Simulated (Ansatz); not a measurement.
# ClGeH6Si radical (built from SMILES [GeH3].[SiH3]Cl): search for a transition state

Wanted: the transition state of a halogen abstraction (form Cl1–Ge3 and break Cl1–Si2). The guess is relaxed with those distances held, a saddle search follows, and vibrations and two downhill relaxations check it.

The runs use Ansatz 0.2.0, Gaussian basis; PBE0-D4, def2-SVP first, then def2-TZVP.

153 further runs of the same task are left out: 1 that didn't finish, 152 set aside as unsound or not needed.

**1. The system as given**

The guess: 9 atoms, charge 0, spin multiplicity 2.

Atoms are counted from 1 here; the program's logs count them from 0.

Bond lengths: Cl1–Ge3 2.271 Å, Si2–H4 1.446 Å, Si2–H5 1.446 Å, Si2–H6 1.446 Å, Ge3–H7 1.509 Å, Ge3–H8 1.509 Å, Ge3–H9 1.509 Å. Angles: H4–Si2–H5 117.8°, H4–Si2–H6 117.8°, H5–Si2–H6 117.8°, Cl1–Ge3–H7 112.8°, Cl1–Ge3–H8 112.9°, Cl1–Ge3–H9 112.5°, H7–Ge3–H8 106.0°, H7–Ge3–H9 106.0°, H8–Ge3–H9 106.0°.

Geometry (Å):

```xyz
9
charge 0, multiplicity 2
Cl   -0.00720    0.01500   -0.00260
Si    0.70260   -2.21890    1.08050
Ge   -0.62650    1.97840   -0.96180
H     0.95830   -1.73900    2.42050
H     1.84240   -2.51370    0.24090
H    -0.51360   -2.96750    0.85320
H    -2.04420    2.37290   -0.62640
H     0.24000    3.13820   -0.53590
H    -0.55190    1.93470   -2.46850
```

Distances that are to change: Cl1–Ge3 2.27 Å, Cl1–Si2 2.58 Å.

**2. Constrained relaxation of the guess**

File hold/in.yaml:

```yaml
crystal:
  periodic: [false, false, false]
  atoms:
    - {symbol: Cl, position_ang: [-0.007200, 0.015000, -0.002600]}
    - {symbol: Si, position_ang: [0.702600, -2.218900, 1.080500]}
    - {symbol: Ge, position_ang: [-0.626500, 1.978400, -0.961800]}
    - {symbol: H, position_ang: [0.958300, -1.739000, 2.420500]}
    - {symbol: H, position_ang: [1.842400, -2.513700, 0.240900]}
    - {symbol: H, position_ang: [-0.513600, -2.967500, 0.853200]}
    - {symbol: H, position_ang: [-2.044200, 2.372900, -0.626400]}
    - {symbol: H, position_ang: [0.240000, 3.138200, -0.535900]}
    - {symbol: H, position_ang: [-0.551900, 1.934700, -2.468500]}
basis:
  gaussian: {orbitals: def2-SVP}
magnetization: {spin_polarized: true, initial_magnetization: 1}
hamiltonian: {xc: pbe0, dispersion: d4}
relax: {f_tol: 0.04, max_steps: 150, escape_saddle: false, constraints: [{distance: [0, 2]}, {distance: [0, 1]}]}
```

Started as:

```sh
$ ansatz run in.yaml --threads 8 --pin off --events-out ev --progress --plain --max-ram 19148MiB
```

Further steps of the session: A starting Hessian; Saddle search in the small basis; Saddle search in triple zeta; Checking the order of the point; Relaxing after a step of 0.30 Å one way along the mode; Relaxing after a step of 0.30 Å the other way along the mode.

What does the calculation give? Wanted: imaginary mode; barrier from the start side; barrier from the end side; energy of the step; pairs that change; zero-point energy at the saddle.

The runs gave:

| quantity | value |
| --- | --- |
| imaginary mode | 302i cm⁻¹ |
| barrier from the start side | 74.5 kJ/mol |
| barrier from the end side | 31.3 kJ/mol |
| energy of the step | +43.3 kJ/mol |
| pairs that change | Cl1–Ge3 formed, Cl1–Si2 broken |
| zero-point energy at the saddle | 1.242 eV |

The point has a single imaginary mode (302i cm⁻¹), as a transition state must. It joins the planned start and end. At PBE0-D4/def2-TZVP the electronic barrier is 74.5 kJ/mol, about 30 kT at 298 K, and the step runs 43.3 kJ/mol uphill. These are plain relaxations, not an intrinsic reaction coordinate. Lower complexes than these ends may exist.
